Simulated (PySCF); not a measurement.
# CH5B2F3Si: the cost of one run

Programs: PySCF 2.14.0, with density-fitted response routines of our own. Each step states its level of theory. These are calculated values for one molecule in the gas phase, unless marked as measured. Atoms count from 0, in the outputs and in this text.

**1. The molecule as given**

12 atoms, charge 0, multiplicity 1; geometry from: GFN2-xTB.

Bonds of the start (Å): B0–Si1 1.96, Si1–B2 1.96, Si1–C3 1.98, C3–F4 1.35, C3–F5 1.35, C3–F6 1.35, B0–H7 1.17, B0–H8 1.17, Si1–H9 1.48, B2–H10 1.17, B2–H11 1.17.

**2. Ultraviolet spectrum: B3LYP/def2-SVPD**

What the job is given:

```
{"job": {"kind": "uv", "xc": "B3LYP", "basis": "def2-SVPD", "nstates": 8, "ntriplets": 3}, "charge": 0, "multiplicity": 1}
B     -1.197116     1.442979     0.622466
Si     0.107061     0.428733    -0.434317
B      1.908203     0.387043     0.340226
C     -0.531614    -1.441870    -0.451583
F     -0.605967    -1.961052     0.795397
F     -1.765911    -1.583068    -0.983843
F      0.268217    -2.277117    -1.151325
H     -1.393337     2.573263     0.401880
H     -1.754093     0.965215     1.531549
H      0.054776     0.666085    -1.896246
H      2.198385    -0.372032     1.179800
H      2.712594     1.171134     0.019968
```

With the program's defaults for keys left out, this is: TDDFT B3LYP/def2-SVPD, vertical, gas phase, core orbitals frozen in the response.

Started as:

```bash
$ OMP_NUM_THREADS=1 python probes_run.py task.json out
```

One launch serves the whole session: the jobs run in the order shown.

**Question.** How long does this job take on 1 thread of AMD EPYC, shared host, and how much memory does it need?

About 49 s, with a peak of 0.8 GiB.
